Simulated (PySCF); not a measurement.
# BrCl with other numerical set-ups

Aim: see how much the energy and properties of BrCl depend on the numerical set-up.

Program: PySCF 2.14.0. Level of theory: method and basis as typed in the scripts. These are calculated values, not measurements.

2 further runs of the same task are left out: 2 that didn't finish.

**1. Starting geometry**

BrCl: 2 atoms, charge 0, spin multiplicity 1.

Bond lengths: Br1–Cl2 2.085 Å.

**2. The base run**

input.py reads:

```python
from pyscf import gto, scf
from pyscf.prop.polarizability import rhf as pol

mol = gto.M(
    atom='Br 0 0 0; Cl 0 0 2.085',
    basis='sbkjc',
    ecp={'Br': 'sbkjc', 'Cl': 'sbkjc'},
    charge=0,
    spin=0,
    verbose=4,
)
mf = scf.RHF(mol)
mf = mf.density_fit(auxbasis='def2-universal-jkfit')
mf.kernel()
print('polarizability (a.u.)')
print(pol.Polarizability(mf).polarizability().round(4))
mf.dip_moment()
print('orbital energies (hartree):', mf.mo_energy[..., max(0, mol.nelec[1]-3):mol.nelec[0]+3].round(4))
```

Started as:

```sh
OMP_NUM_THREADS=1 python input.py
```

Its log is not repeated here.

Base result: E(SCF) = -27.756225 Eh, 8 cycles, μ = 0.93 D, α(xx, yy, zz) = 2.9, 2.9, 42.2 bohr³.

The bond length is a typed value, not an optimised one.

**3. Pcseg-1 (core potential off)**

Run 1 changes basis set: sbkjc → pcseg-1; core potential: on → off. The core potential changes with it: totals don't compare.

input.py reads:

```python
from pyscf import gto, scf
from pyscf.prop.polarizability import rhf as pol

mol = gto.M(
    atom='Br 0 0 0; Cl 0 0 2.085',
    basis='pcseg-1',
    charge=0,
    spin=0,
    verbose=4,
)
mf = scf.RHF(mol)
mf = mf.density_fit(auxbasis='def2-universal-jkfit')
mf.kernel()
print('polarizability (a.u.)')
print(pol.Polarizability(mf).polarizability().round(4))
mf.dip_moment()
print('orbital energies (hartree):', mf.mo_energy[..., max(0, mol.nelec[1]-3):mol.nelec[0]+3].round(4))
```

Started as:

```sh
OMP_NUM_THREADS=1 python input.py
```

**4. X2c-svpall (core potential off, X2C on)**

Run 2 changes basis set: sbkjc → x2c-svpall; core potential: on → off; spin-free X2C: off → on. The core potential changes with it: totals don't compare.

input.py, as its differences from that of step 2:

```diff
@@ -5,4 +5,3 @@
     atom='Br 0 0 0; Cl 0 0 2.085',
-    basis='sbkjc',
-    ecp={'Br': 'sbkjc', 'Cl': 'sbkjc'},
+    basis='x2c-svpall',
     charge=0,
@@ -12,2 +11,3 @@
 mf = scf.RHF(mol)
+mf = mf.sfx2c1e()
 mf = mf.density_fit(auxbasis='def2-universal-jkfit')
```

**5. Cartesian functions on**

Run 3 changes Cartesian functions: off → on.

input.py, as its differences from that of step 2:

```diff
@@ -9,2 +9,3 @@
     spin=0,
+    cart=True,
     verbose=4,
```

**6. Density fitting weigend**

Run 4 changes density fitting: def2-universal-jkfit → weigend.

input.py, as its differences from that of step 2:

```diff
@@ -12,3 +12,3 @@
 mf = scf.RHF(mol)
-mf = mf.density_fit(auxbasis='def2-universal-jkfit')
+mf = mf.density_fit(auxbasis='weigend')
 mf.kernel()
```

What does the calculation give? Wanted: for each run, E(SCF); from base; gap; SCF dipole.

As calculated:

```csv
run,E(SCF) (hartree),from base (eV),cycles,gap (eV),SCF dipole (D),functions
base,-27.756225,0,8,11.89,0.93,16
pcseg-1 (core potential off),-3031.516517,not comparable,8,12.34,0.50,45
"x2c-svpall (core potential off, X2C on)",-3064.704195,not comparable,8,12.49,0.61,50
Cartesian functions on,-27.756221,+0.0001,8,11.89,0.93,16
density fitting weigend,-27.754815,+0.0384,8,11.90,0.93,16
```

**Reading.** The largest comparable shift of the SCF energy, +0.038 eV, comes with the run “density fitting weigend”.
